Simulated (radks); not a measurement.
**Mg⁺ in [Ne] 3s1: an all-electron calculation**

The task here is to estimate one member of a computed series from the others.

Method: scalar-relativistic Kohn-Sham, r2SCAN, spin-polarised, spherical densities, finite nucleus; open shells are filled with parallel spins first. Code: radks (a radial shooting solver on a logarithmic mesh, Libxc functionals) version 1.

## The system

| Property | Result |
| --- | --- |
| element | magnesium (Z = 12) |
| charge | +1 |
| electrons | 11 |
| configuration | [Ne] 3s1 |
| nuclear rms radius | 3.057 fm |

Outer shells as boxes (Hund's rule):

Mg⁺
```
[Ne] core
3s [↑ ]
```

Set-up of the first run:

Input:

```text
Z 12
configuration [Ne] 3s1
relativity scalar-relativistic
functional r2scan,r2scan
spin polarised
nucleus finite rms 3.057 fm
c 137.035999084
```

Launch:

```console
python run_ks.py task.json out
```

The same process makes all the runs of this session.

One table of the session follows, with a row left open; its other results are not shown here.

It belongs to the step «Radial structure». Sizes of the orbitals, from the radial functions (bohr):

```
  level     <r>  outermost maximum (interpolated)  90 % within  nodes
  1s up  0.1306                            0.0851        0.233      0
1s down  0.1306                            0.0851        0.233      0
  2s up  0.6935                             0.546         1.10      1
2s down  0.6943                             0.546         1.10      1
  2p up       ?                                 ?            ?      ?
2p down  0.6846                             0.480         1.16      0
  3s up   2.780                              2.37         4.16      2
```

**Question.** Estimate the row for 2p up.

As computed: <r>: 0.6863; outermost maximum (interpolated): 0.480; 90 % within: 1.17; nodes: 0. In the column «<r>» it lies between 2p down (0.6846) and 2s up (0.6935).
